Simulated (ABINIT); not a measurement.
The system is Pb.

```xyz
1
Lattice="0.0000 2.4750 2.4750 2.4750 0.0000 2.4750 2.4750 2.4750 0.0000" Properties=species:S:1:pos:R:3 pbc="T T T"
Pb    0.0000    0.0000    0.0000
```

| Property | Result |
| --- | --- |
| Program | ABINIT 10.8.3 (patched build) |
| Task | relaxation of cell and atoms |
| Functional | LDA |
| Potentials or basis | PseudoDojo NC SR LDA v0.4.1 standard |
| Cutoff | 762 eV |
| k mesh | 7 × 7 × 7 |
| Occupations | fermi-dirac, width 0.05 eV |
| Spin | no spin polarisation |

At the start: pressure -1.6 GPa; volume 30.32 Å³/atom.

How do energy, volume and symmetry change on relaxing?

Over 4 steps the energy falls by 4.8 meV/atom and the volume is 29.37 Å³/atom (-3.2 %); space group Fm-3m (No. 225, to 0.05 Å).

Step by step:
| step | energy change (eV) | largest force (eV/Å) | pressure (GPa) | volume (Å³) |
| --- | --- | --- | --- | --- |
| 1 | 0.0000 | 0.0000 | -1.55 | 30.32 |
| 2 | -0.0013 | 0.0000 | -1.34 | 30.18 |
| 3 | -0.0048 | 0.0000 | 0.08 | 29.32 |
| 4 | -0.0048 | 0.0000 | 0.00 | 29.37 |

Final structure:
```
Pb
1.0
     0.00000    2.44874    2.44874
     2.44874    0.00000    2.44874
     2.44874    2.44874    0.00000
Pb
1
Direct
  0.00000 0.00000 0.00000
```

The cell as given is a measured one (30.32 Å³/atom); LDA puts the equilibrium volume -3.2 % from it, thermal expansion not counted.
